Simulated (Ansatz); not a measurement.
Crystal: AlSn.

```
Sn Al
1.0
     4.19811    0.00000    0.00000
    -2.09905    3.63567    0.00000
     0.00000    0.00000    3.30685
Sn Al
1 1
Direct
  0.33333 0.66667 0.50000
  0.00000 0.00000 0.00000
```

The cell comes from a database or a generator and needn't be the stable form of this composition.

Base run:

| Property | Result |
| --- | --- |
| Program | Ansatz 0.2.0 |
| Functional | r2SCAN |
| Potentials or basis | Ansatz PAW |
| Cutoff | 500 eV (not typed: the program's choice for these potentials) |
| k mesh | 7 × 7 × 8 |
| Occupations | fermi-dirac, width 0.05 eV |
| Spin | no spin polarisation |

Its results: band gap on the k mesh none (metal or under the smearing width); pressure -1.1 GPa.

The run is repeated on the same cell with these changes: functional from r2SCAN to RPBE; cutoff from 500 eV (not typed: the program's choice for these potentials) to 420 eV (not typed: the program's choice for these potentials). What comes out?

Band gap on the k mesh none (metal or under the smearing width); pressure 1.5 GPa.

Caveats: spin-orbit coupling is left out, which moves the levels of the heavy elements; the PAW data sets come from PBE, with cores solved anew for the run's functional, which leaves a small shift of forces and pressure.
